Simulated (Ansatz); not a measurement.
A first try at an active-space calculation of FGeH3Se, SMILES [F][GeH2][SeH], using the Ansatz DFT code, driven from Python.

Input file `fgeh3se.xyz`:
```text
6

F    -1.76740   -0.48070    0.22270
Ge   -0.31090    0.12460   -0.48990
Se    1.17500    0.65890    1.22140
H     0.37050   -0.97670   -1.38450
H    -0.57280    1.38250   -1.36580
H     1.14760   -0.77270    1.74980
```

`cas_fgeh3se.py`
```python
"""Static correlation in FGeH3Se: natural occupations of an active space."""

import ansatz as az

system = az.Crystal.molecule_from_extxyz("fgeh3se.xyz")

base = system.calculation()
base = base.correlation(active_electrons=4, active_orbitals=4)
for method in ["sc_nevpt2"]:
    data = (base if method is None else base.correlation(method)).run().report
    space = data["configurations"]
    state = space["states"][0]
    print(method or "casscf", f"total {data['free_energy_ev'] / 27.211386246:.6f} Ha, active-space state {state['energy']['hartree']:.6f} Ha, mean field {data['reference_energy_ev'] / 27.211386246:.6f} Ha")
    print("  determinants", state["n_determinants"], " natural occupations", [round(n, 3) for n in space["natural_occupations"]])
```

Running `python cas_fgeh3se.py` prints:
```text
Traceback (most recent call last):
  File "cas_fgeh3se.py", line 10, in <module>
    data = (base if method is None else base.correlation(method)).run().report
           ~~~~~~~~~~~~~~~~~~~~~~~~~~~~~~~~~~~~~~~~~~~~~~~~~~~~~~~~~~^^
  ...
ansatz.RefusalError: invalid value for `correlation`: it needs basis.gaussian or hamiltonian.integrals
```
(Library frames cut from the traceback.)

Find the fault and give the corrected script.

The fault: no basis is stated. Mended:

```diff
--- before
+++ after
@@ -7,2 +7,3 @@
 base = system.calculation()
+base = base.basis(gaussian="def2-SVP")
 base = base.correlation(active_electrons=4, active_orbitals=4)
```

The mended script runs so:

```console
$ python cas_fgeh3se.py
RunWarning: the results are in doubt because another end's mean lies 0.634 eV lower, and its corrected mean 0.421 eV higher
sc_nevpt2 total -4576.460977 Ha, active-space state -4575.833654 Ha, mean field -4575.805312 Ha
  determinants 36  natural occupations [1.977, 1.967, 0.035, 0.021]
```
(Warnings from the package without file and line.)

Total energies depend on the basis set; only differences at equal settings carry meaning. The geometry is a force-field or estimated start, not a minimum of this method, and the basis set is short of its limit. The active space starts as a window about the frontier orbitals and is then optimised, not chosen by chemistry. A lower CASSCF solution was found and passed over, so the printed active-space state isn't the lowest. Run time: 53 s on 1 thread of Arm Neoverse V1 (shared host), peak memory 0.31 GiB.

(Lines on the test bed's own set-up are left out of the output.)
